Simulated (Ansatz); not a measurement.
**C₄H₁₀AlBr: ionisation energy by level of theory**

One table from this session's results is given with a row withheld; the runs are named, their logs left out.

The runs use Ansatz 0.2.0, Gaussian basis; unrestricted cation, the program's frozen cores in correlated methods.

Plan: UKS PBE-D4/def2-TZVPP; UKS r2SCAN-D4/def2-TZVPP; UKS PBE0-D4/def2-TZVPP; UKS B3LYP-D4/def2-TZVPP; UKS wB97X-V/def2-TZVPP; UKS wB97M-V/def2-TZVPP; UKS B2PLYP/def2-TZVPP; UHF-MP2/def2-TZVPP; UHF-MP2/def2-QZVPP; then −ε(HOMO) from the neutral's earlier runs with LDA (SPW92), PBE-D4, revPBE-D4, BLYP-D4, r2SCAN-D4, B97M-V, PBE0-D4, B3LYP-D4, r2SCANh-D4, r2SCAN0-D4, HSE06-D4, BHLYP-D4, CAM-B3LYP-D4, LC-ωPBE, ωB97X-V, ωB97M-V.

1 further run of the same task is left out (it didn't finish).

### Structure used throughout

An earlier PBE0-D4 in a triple-zeta def2 set relaxation fixed the geometry.

16 atoms, charge 0, spin multiplicity 1.

Atoms are counted from 1 here; the program's logs count them from 0.

Bond lengths: C1–C2 1.524 Å, C1–H7 1.097 Å, C1–H8 1.092 Å, C1–H9 1.094 Å, C2–C3 1.532 Å, C2–Al4 1.963 Å, C2–H10 1.101 Å, C3–H11 1.096 Å, C3–H12 1.095 Å, C3–H13 1.094 Å, Al4–C5 1.944 Å, Al4–Br6 2.277 Å, C5–H14 1.094 Å, C5–H15 1.093 Å, C5–H16 1.095 Å. Angles: C2–C1–H7 111.1°, C2–C1–H8 112.3°, C2–C1–H9 111.4°, H7–C1–H8 107.7°, H7–C1–H9 107.2°, H8–C1–H9 106.8°, C1–C2–C3 111.4°, C1–C2–Al4 115.2°, C1–C2–H10 108.2°, C3–C2–Al4 109.9°, C3–C2–H10 107.2°, Al4–C2–H10 104.4°, C2–C3–H11 111.1°, C2–C3–H12 111.5°, C2–C3–H13 112.6°, H11–C3–H12 106.7°, H11–C3–H13 107.2°, H12–C3–H13 107.4° and more.

Set-up of the first run:

File in.yaml:

```yaml
crystal:
  periodic: [false, false, false]
  atoms:
    - {symbol: C, position_ang: [-0.987322, 0.276863, 1.880040]}
    - {symbol: C, position_ang: [-0.409864, -0.373480, 0.628007]}
    - {symbol: C, position_ang: [-1.495922, -0.625500, -0.422980]}
    - {symbol: Al, position_ang: [1.101844, 0.578322, -0.186738]}
    - {symbol: C, position_ang: [2.048169, 0.002113, -1.784437]}
    - {symbol: Br, position_ang: [1.802464, 2.521081, 0.772726]}
    - {symbol: H, position_ang: [-1.798423, -0.328882, 2.301624]}
    - {symbol: H, position_ang: [-0.234981, 0.413985, 2.660229]}
    - {symbol: H, position_ang: [-1.401373, 1.265627, 1.661832]}
    - {symbol: H, position_ang: [0.003799, -1.354669, 0.909562]}
    - {symbol: H, position_ang: [-2.296515, -1.256192, -0.018913]}
    - {symbol: H, position_ang: [-1.965513, 0.308988, -0.747718]}
    - {symbol: H, position_ang: [-1.109542, -1.125510, -1.316282]}
    - {symbol: H, position_ang: [3.126378, -0.038937, -1.604009]}
    - {symbol: H, position_ang: [1.721416, -0.980642, -2.133450]}
    - {symbol: H, position_ang: [1.895365, 0.716826, -2.599481]}
basis:
  gaussian: {orbitals: def2-TZVPP}
total_charge: 1
magnetization: {spin_polarized: true, initial_magnetization: 1}
hamiltonian: {xc: pbe, dispersion: d4}
```

Steps of the session up to this table: Cation, UKS PBE-D4/def2-TZVPP; Cation, UKS r2SCAN-D4/def2-TZVPP; Cation, UKS PBE0-D4/def2-TZVPP; Cation, UKS B3LYP-D4/def2-TZVPP; Cation, UKS wB97X-V/def2-TZVPP; Cation, UKS wB97M-V/def2-TZVPP; Cation, UKS B2PLYP (frozen core)/def2-TZVPP; Cation, UHF-MP2/def2-TZVPP; Cation, UHF-MP2/def2-QZVPP.

One of the session's tables, all rows but one given; the rest of the session is left out.

It belongs to the step «Ionisation energies side by side». Orbital estimates, from the neutral's runs:

| functional | −ε(HOMO) (eV) |
| --- | --- |
| LDA (SPW92) | 6.15 |
| PBE-D4 | 6.04 |
| revPBE-D4 | 5.99 |
| BLYP-D4 | 5.92 |
| r2SCAN-D4 | 6.27 |
| B97M-V | 6.35 |
| PBE0-D4 | 7.24 |
| B3LYP-D4 | ? |
| r2SCANh-D4 | 6.72 |
| r2SCAN0-D4 | 7.40 |
| HSE06-D4 | 6.85 |
| BHLYP-D4 | 8.39 |
| CAM-B3LYP-D4 | 8.59 |
| LC-ωPBE | 9.90 |
| ωB97X-V | 9.57 |
| ωB97M-V | 9.42 |

Estimate the missing values for B3LYP-D4.

Worked estimate for «−ε(HOMO) (eV)». Against the share of exact exchange, BLYP-D4 (0, 5.92), BHLYP-D4 (0.5, 8.39) give a slope of 4.94 per unit share; at 0.2 the line stands at 6.91.

**Answer.** −ε(HOMO) (eV): 7.05. In «−ε(HOMO) (eV)» the line misses by -0.14.
